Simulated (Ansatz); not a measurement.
# Bi2Te2Se: the cost of one run

Program: Ansatz 0.2.0. Level of theory: DFT LDA, scalar-relativistic, plane waves, PAW. These are calculated values, not measurements.

## Step 1: The structure to begin with

It takes space group R-3m (No. 166, trigonal). The conventional cell has a = 4.289 Å, b = 4.289 Å, c = 29.850 Å, α = 90.00°, β = 90.00°, γ = 120.00°. Bi (site symmetry 3m) is surrounded by 3 Te at 3.04 Å and 3 Se at 3.08 Å. Around Te (site symmetry 3m) lie 3 Bi at 3.04 Å. Se (site symmetry -3m) is surrounded by 6 Bi at 3.08 Å.

Coordinates:

```xyz
5
Lattice="2.1444 1.2381 9.9501 -2.1444 1.2381 9.9501 0.0000 -2.4762 9.9501" Properties=species:S:1:pos:R:3 pbc="T T T"
Bi    0.0000    0.0000   18.0769
Bi    0.0000    0.0000   11.7735
Te    0.0000    0.0000    6.3608
Te    0.0000    0.0000   23.4896
Se    0.0000    0.0000    0.0000
```

It goes back to an entry of the Materials Project.

It is the result of an earlier relaxation at this level (volume 31.70 Å³/atom; gap on the mesh: 0.03 eV).

## Step 2: The film's bulk: the film

Symmetry: R-3m, No. 166, trigonal system. The conventional cell has a = 4.322 Å, b = 4.322 Å, c = 31.757 Å, α = 90.00°, β = 90.00°, γ = 120.00°. Bi (site symmetry 3m) has 3 Te at 3.05 Å and 3 Se at 3.11 Å as nearest neighbours. Te (site symmetry 3m) is surrounded by 3 Bi at 3.05 Å. Se (site symmetry -3m) has 6 Bi at 3.11 Å as nearest neighbours.

## Step 3: Quick check of gap, pressure and forces (the film)

The input, input.yaml:

```yaml
crystal:
  lattice:
    - [2.1609687617, 1.2476358963, 10.5855712543]
    - [-2.1609687617, 1.2476358963, 10.5855712543]
    - [0.0, -2.4952717926, 10.5855712543]
  atoms:
    - { symbol: Bi, position: [0.60827876, 0.60827876, 0.60827876] }
    - { symbol: Bi, position: [0.39172124, 0.39172124, 0.39172124] }
    - { symbol: Te, position: [0.21959513, 0.21959513, 0.21959513] }
    - { symbol: Te, position: [0.78040487, 0.78040487, 0.78040487] }
    - { symbol: Se, position: [0.0, 0.0, 0.0] }
basis:
  ecutwfc: 420
kpoints:
  mp_grid: { grid: [6, 6, 6] }
hamiltonian:
  xc: lda
scf:
  occupations: { method: gaussian, width: 0.1 }
output:
  forces: true
  stress: true
  eigenvalues: true
```

On the command line:

```sh
$ ansatz run input.yaml --threads 1 --pin off --max-ram 2560MiB --backend cpu --events-out ev --progress --plain --runs-dir out
```

What time and memory should one allow on 1 thread of Intel Xeon at 2.70GHz, shared host?

About 13 s, with a peak of 0.54 GiB.
